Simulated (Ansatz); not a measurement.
# AlBF₂H₂O: a ladder of functionals and wavefunction methods

One table from this session's results is given with a row withheld; the runs are named, their logs left out.

The runs use Ansatz 0.2.0, Gaussian basis; functionals in def2-TZVPP, the program's frozen cores in correlated methods.

Levels to be run: LDA (SPW92), PBE-D4, revPBE-D4, BLYP-D4, r2SCAN-D4, B97M-V, PBE0-D4, B3LYP-D4, r2SCANh-D4, r2SCAN0-D4, HSE06-D4, BHLYP-D4, CAM-B3LYP-D4, LC-ωPBE, ωB97X-V, ωB97M-V, B2PLYP, PBE-QIDH; CCSD(T)/def2-SVP; CCSD(T)/def2-TZVPP; MP2/def2-QZVPP; extrapolation to the limit; RPA on PBE.

## Structure used throughout

The geometry comes from an earlier relaxation with PBE0-D4 in a triple-zeta def2 set; it is a stationary point, not always the lowest conformer.

SMILES `O[B](F)[AlH][F]`, 7 atoms, charge 0, spin multiplicity 1.

Atoms are counted from 1 here; the program's logs count them from 0.

Bond lengths: O1–B2 1.351 Å, O1–H6 0.961 Å, B2–F3 1.331 Å, B2–Al4 2.153 Å, Al4–F5 1.661 Å, Al4–H7 1.580 Å. Angles: B2–O1–H6 113.4°, O1–B2–F3 115.5°, O1–B2–Al4 122.4°, F3–B2–Al4 122.1°, B2–Al4–F5 111.0°, B2–Al4–H7 132.2°, F5–Al4–H7 116.8°.

Set-up of the first run:

Contents of in.yaml:

```yaml
crystal:
  periodic: [false, false, false]
  atoms:
    - {symbol: O, position_ang: [0.462323, -0.166470, 1.769031]}
    - {symbol: B, position_ang: [0.511791, -0.675564, 0.519094]}
    - {symbol: F, position_ang: [1.170834, -1.824803, 0.394489]}
    - {symbol: Al, position_ang: [-0.411452, 0.301592, -1.162145]}
    - {symbol: F, position_ang: [-1.152669, 1.713102, -0.697832]}
    - {symbol: H, position_ang: [-0.019895, 0.662342, 1.825023]}
    - {symbol: H, position_ang: [-0.499632, -0.078199, -2.693261]}
basis:
  gaussian: {orbitals: def2-TZVPP}
hamiltonian: {xc: lda}
output: {orbitals: {seedname: orbitals}}
```

Among the steps run: LDA; PBE-D4 (GGA); revPBE-D4 (GGA); BLYP-D4 (GGA); r2SCAN-D4 (meta-GGA); B97M-V (meta-GGA); PBE0-D4 (hybrid); B3LYP-D4 (hybrid); r2SCANh-D4 (hybrid); r2SCAN0-D4 (hybrid); HSE06-D4 (hybrid); BHLYP-D4 (hybrid); CAM-B3LYP-D4 (range-separated); LC-ωPBE (range-separated); ωB97X-V (range-separated); ωB97M-V (range-separated); B2PLYP (double hybrid); PBE-QIDH (double hybrid).

One table of the session follows, with a row left open; its other results are not shown here.

It belongs to the step «Orbital energies across the functionals». 

```
  functional  HOMO (eV)  LUMO (eV)  gap (eV)
 LDA (SPW92)      -6.76      -3.13      3.63
      PBE-D4      -6.64      -2.89      3.75
   revPBE-D4      -6.58      -2.79      3.79
     BLYP-D4      -6.56      -2.77      3.78
   r2SCAN-D4      -6.91      -2.69      4.22
      B97M-V          ?          ?         ?
     PBE0-D4      -7.96      -2.12      5.83
    B3LYP-D4      -7.77      -2.33      5.44
  r2SCANh-D4      -7.40      -2.41      4.99
  r2SCAN0-D4      -8.13      -2.01      6.13
    HSE06-D4      -7.55      -2.50      5.06
    BHLYP-D4      -9.23      -1.35      7.88
CAM-B3LYP-D4      -9.36      -1.15      8.22
     LC-ωPBE     -10.66      -0.02     10.64
     ωB97X-V     -10.32      -0.12     10.19
     ωB97M-V     -10.10      -0.36      9.74
```

**Question.** Estimate the row for B97M-V.

**Answer.** HOMO (eV): -6.96; LUMO (eV): -2.86; gap (eV): 4.10. In the column «HOMO (eV)» it lies between r2SCANh-D4 (-7.40) and r2SCAN-D4 (-6.91).
